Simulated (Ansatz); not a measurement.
# CHGaP (quartet): from Hartree-Fock to the top rungs, cc-pVDZ

The task here is to estimate one member of a computed series from the others.

Program: Ansatz 0.2.0, Gaussian basis. Level of theory: cc-pVDZ, core rule «outside noble gas», up to 20 orbitals frozen. These are calculated values, not measurements.

The runs, in order: UHF; CCSD(T) on ROHF; CCSD(T) on UHF; BCCD(T) on ROHF; CISD as a restricted active space (open shells left free, so some higher excitations enter); CCSDT(Q) on ROHF; CCSDT(Q) on UHF.

37 further runs of the same task are left out: 10 for a known fault of the program, 13 that didn't finish, 14 set aside as unsound or not needed. Runs told in other sessions of the task aren't counted.

### The system

The geometry is a PBE0/def2-TZVP stationary point (not a proven minimum). No spin-orbit coupling is included. The filled d shell of Ga may be among the frozen orbitals whatever the setting's name suggests.

4 atoms, charge 0, spin multiplicity 4.

Atoms are counted from 1 here; the program's logs count them from 0.

Bond lengths: C1–P2 1.776 Å, C1–Ga3 1.986 Å, C1–H4 1.090 Å, P2–Ga3 2.355 Å. Angles: P2–C1–Ga3 77.3°, P2–C1–H4 132.5°, Ga3–C1–H4 119.0°, C1–P2–Ga3 55.3°, C1–Ga3–P2 47.4°.

Set-up of the first run:

The input, in.yaml:

```yaml
crystal:
  periodic: [false, false, false]
  atoms:
    - {symbol: C, position_ang: [-0.128658, 1.202292, 0.703925]}
    - {symbol: P, position_ang: [0.017018, -0.364809, 1.527579]}
    - {symbol: Ga, position_ang: [0.007389, -0.075306, -0.810008]}
    - {symbol: H, position_ang: [0.499012, 2.093070, 0.701104]}
basis:
  gaussian: {orbitals: cc-pVDZ}
magnetization: {spin_polarized: true, initial_magnetization: 3}
hamiltonian: {xc: hf}
output: {orbitals: {seedname: orbitals}}
```

Launch:

```console
$ ansatz run in.yaml --threads 1 --pin off --events-out ev --progress --plain --max-ram 2393MiB
```

Steps of the session up to this table: UHF; CCSD(T) on ROHF; CCSD(T) on UHF; BCCD(T) on ROHF; CISD as a restricted active space (open shells left free, so some higher excitations enter); CCSDT(Q) on ROHF; CCSDT(Q) on UHF.

One of the session's tables, all rows but one given; the rest of the session is left out.

| method | from UCCSDT(Q) (kJ/mol) |
| --- | --- |
| ROHF | +854.7 |
| UHF | +807.3 |
| RMP2 | +111.1 |
| UMP2 | +136.0 |
| RCCSD | ? |
| UCCSD | +45.7 |
| RCCSD(T) | +8.1 |
| UCCSD(T) | +8.5 |
| BCCD(T) | +8.3 |
| RCCSDT | +5.3 |
| UCCSDT | +4.0 |
| RCCSDT(Q) | +1.1 |
| UCCSDT(Q) | 0 |

Q: Estimate the row for RCCSD from the others.

The run gave: from UCCSDT(Q) (kJ/mol): +49.3. In the column «from UCCSDT(Q) (kJ/mol)» it lies between UCCSD (+45.7) and RMP2 (+111.1).

Not comparable, so not listed: CISD as a restricted active space (open shells left free, so some higher excitations enter) (they don't share determinant, frozen orbitals or solution with the rows shown, or repeat one).

Caveats from the session: Restricted and unrestricted rows rest on different reference determinants; a gap between their highest levels can come from leftover correlation error, from unlike frozen cores or from another state.
